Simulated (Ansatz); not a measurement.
Crystal: HPbNO4.

```xyz
14
Lattice="6.8588 0.0000 0.0000 0.0000 4.2287 0.0000 -3.3910 0.0000 7.2746" Properties=species:S:1:pos:R:3 pbc="T T T"
H    -0.1737    3.1715    3.6904
H     3.6414    1.0572    3.5842
Pb    1.1071    1.0572    2.0728
Pb    2.3607    3.1715    5.2018
N    -1.3602    3.1715    6.0792
N     4.8280    1.0572    1.1954
O     0.7313    3.1715    3.2982
O    -0.1410    3.1715    6.3217
O    -2.2099    3.1715    7.0227
O    -1.7846    3.1715    4.8707
O     2.7365    1.0572    3.9764
O     3.6087    1.0572    0.9529
O     5.6777    1.0572    0.2519
O     5.2524    1.0572    2.4039
```

The cell was built by a generator and needn't be a form met in nature.

Base run:

```yaml
Program: Ansatz 0.2.0
Functional: BLYP
Potentials_or_basis: Ansatz PAW
Cutoff: "420 eV (not typed: the program's choice for these potentials)"
k_mesh: 5 × 6 × 4
Occupations: fermi-dirac, width 0.05 eV
Spin: no spin polarisation
```

Its results: band gap on the k mesh 3.07 eV, indirect (least direct gap 3.28 eV); pressure 2.0 GPa; largest force 0.337 eV/Å.

Question: The run is repeated on the same cell with these changes: functional from BLYP to HSE03; k mesh from 5 × 6 × 4 to 2 × 3 × 2. What comes out?

Answer: Band gap on the k mesh 4.22 eV, indirect (least direct gap 4.60 eV); pressure -3.9 GPa; largest force 1.528 eV/Å.

Several settings changed at once, so the effect can't be laid on one alone.

Caveats: some runs use coarse meshes; spin-orbit coupling is left out, which as a rule narrows the gap of such compounds by several tenths of an eV; the PAW data sets come from PBE, with cores solved anew for the run's functional, which leaves a small shift of forces and pressure; odd divisions of the mesh miss points on the zone boundary, where band edges often lie, so the gap on the mesh can be too wide (some runs); forces of over 1 eV/Å show positions far from the minimum, so gaps and moduli don't describe the material at rest (some runs); the thresholds are loose for stress (some runs).
